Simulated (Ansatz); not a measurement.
# BSiGeH+ (doublet): from Hartree-Fock to the top rungs, cc-pVTZ

One table from this session's results is given with a row withheld; the runs are named, their logs left out.

Method: cc-pVTZ, core rule «outside noble gas», up to 20 orbitals frozen; program: Ansatz 0.2.0, Gaussian basis.

Plan: UHF; CCSD(T) on ROHF; CCSD(T) on UHF; BCCD(T) on ROHF; CCSDT(Q) on ROHF; CCSDT(Q) on UHF.

3 further runs of the same task are left out: 3 set aside as unsound or not needed.

## The geometry

The geometry is a PBE0/def2-TZVP stationary point (not a proven minimum) of the parent state, kept for this charge and spin. No spin-orbit coupling is included. The filled d shell of Ge may be among the frozen orbitals whatever the setting's name suggests; the logs give the count.

4 atoms, charge 1, spin multiplicity 2.

Atoms are counted from 1 here; the program's logs count them from 0.

Bond lengths: Ge1–B2 1.822 Å, Ge1–Si3 2.525 Å, Ge1–H4 1.529 Å, B2–Si3 1.872 Å. Angles: B2–Ge1–Si3 47.7°, B2–Ge1–H4 174.9°, Si3–Ge1–H4 137.3°, Ge1–B2–Si3 86.2°, Ge1–Si3–B2 46.1°.

Coordinates:

```xyz
4
charge 1, multiplicity 2
Ge    0.0000   -0.0560    0.7455
B     0.0000    1.1811   -0.5922
Si    0.0000   -0.2743   -1.7702
H     0.0000   -0.9913    1.9552
```

Set-up of the first run:

Contents of in.yaml:

```yaml
crystal:
  periodic: [false, false, false]
  atoms:
    - {symbol: Ge, position_ang: [0.000000, -0.055980, 0.745454]}
    - {symbol: B, position_ang: [0.000000, 1.181124, -0.592218]}
    - {symbol: Si, position_ang: [0.000000, -0.274288, -1.770241]}
    - {symbol: H, position_ang: [0.000000, -0.991342, 1.955236]}
basis:
  gaussian: {orbitals: cc-pVTZ}
total_charge: 1
magnetization: {spin_polarized: true, initial_magnetization: 1}
hamiltonian: {xc: hf}
output: {orbitals: {seedname: orbitals}}
```

On the command line:

```
$ ansatz run in.yaml --threads 1 --pin off --events-out ev --progress --plain --max-ram 4096MiB --backend cpu
```

Among the steps run: UHF; CCSD(T) on ROHF; CCSD(T) on UHF; BCCD(T) on ROHF; CCSDT(Q) on ROHF; CCSDT(Q) on UHF.

One table of the session follows, with a row left open; its other results are not shown here.

```
   method  from RCCSDT(Q) (kcal/mol)
     ROHF                    +206.23
      UHF                    +200.77
     RMP2                     +29.46
     UMP2                     +36.95
    RCCSD                          ?
    UCCSD                     +17.25
 RCCSD(T)                      +2.06
 UCCSD(T)                      +2.66
  BCCD(T)                      +2.01
   RCCSDT                      +1.60
   UCCSDT                      +1.50
RCCSDT(Q)                          0
UCCSDT(Q)                      -0.22
```

Estimate the missing values for RCCSD.

The run gave: from RCCSDT(Q) (kcal/mol): +17.43. In the column «from RCCSDT(Q) (kcal/mol)» it lies between UCCSD (+17.25) and RMP2 (+29.46).

To keep in mind: Restricted and unrestricted rows rest on different reference determinants; where their highest levels disagree by more than a few hundredths of an eV, they describe different states and don't form one ladder.
